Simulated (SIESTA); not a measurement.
## Ta3AsAu2O13 under changes of volume

One of the cells (13.726 Å³/atom); the others are scaled copies at fixed shape and fractional positions:

```
Ta As Au O
1.0
     5.43779    0.00000    0.00000
    -2.03136    5.64443    0.00000
    -0.72524   -1.88120    8.49650
Ta As Au O
3 1 2 13
Cartesian
  0.4029 2.1982 5.0835
  1.8378 1.1514 1.5879
  2.0694 4.8444 0.2346
  2.8527 4.3151 5.5542
  -0.6570 2.7236 1.4645
  2.3709 0.2927 6.8416
  0.1616 -0.0644 1.2029
  4.6919 -1.5192 7.2331
  -0.3892 0.3700 5.2260
  -1.2012 3.4853 4.9589
  1.2082 2.8844 0.5758
  3.0016 1.6135 8.3335
  2.2495 -0.9661 8.3798
  0.8641 5.1770 1.7829
  0.4948 1.9082 2.9743
  3.0974 2.3145 2.4350
  1.4197 3.9378 4.6821
  0.5133 2.5122 6.9452
  2.1862 1.3944 5.2210
```

The cell was built by a generator and needn't be a form met in nature.

| Item | Value |
| --- | --- |
| Program | SIESTA 5.4.2 |
| Functional | PBE |
| Potentials or basis | PseudoDojo 0.4 standard (PBE files) |
| Basis | DZP (energy shift 0.003 Ry; two zetas on semicore shells) |
| Grid cutoff | 800 Ry |
| Energy shift | 0.003 Ry |
| k mesh | 6 × 5 × 3 |
| Occupations | fermi-dirac, width 0.05 eV |
| Spin | no spin polarisation |

```csv
volume (Å³/atom),energy over the lowest point (meV/atom),pressure (GPa),gap on the mesh (eV),largest force (eV/Å)
12.649,57.42,18.1,0.56,1.808
12.918,31.52,12.9,0.53,1.476
13.187,?,?,?,?
13.726,0.00,0.3,0.45,0.652
13.995,2.32,-3.0,0.42,0.499
14.264,9.97,-6.0,0.40,0.675
```

**Question.** What does the run at 13.187 Å³/atom give?

**Answer.** Energy over the lowest point 13.88 meV/atom; pressure 8.2 GPa; gap on the mesh 0.50 eV; largest force 1.177 eV/Å.

Worked out: A Birch-Murnaghan fit of order 3 (a polynomial in V^(-2/3)) to the other rows has its minimum at 13.75 Å³/atom with B0 = V·E''(V) = 179 GPa and B' = 4.6 at fixed shape and positions, which overstates the stiffness. It gives 13.88 meV/atom at 13.187 Å³/atom, against the run's 13.88, and -dE/dV = 8.2 GPa, against 8.2. A straight line through the other rows of the gap, of slope -1.34 eV per unit of ln V, gives 0.50 eV, against the run's 0.50.

Energies are extrapolated to zero smearing.

Caveats: short orbitals over semicore shells can move pressures by several GPa; spin-orbit coupling is left out, which moves the levels of the heavy elements; an odd mesh through Γ misses points on the zone boundary, where band edges often lie; the basis of atomic orbitals isn't converged, which shifts pressures, moduli and gaps; forces of over 1 eV/Å show positions far from the minimum, so gaps and moduli don't describe the material at rest (some runs).
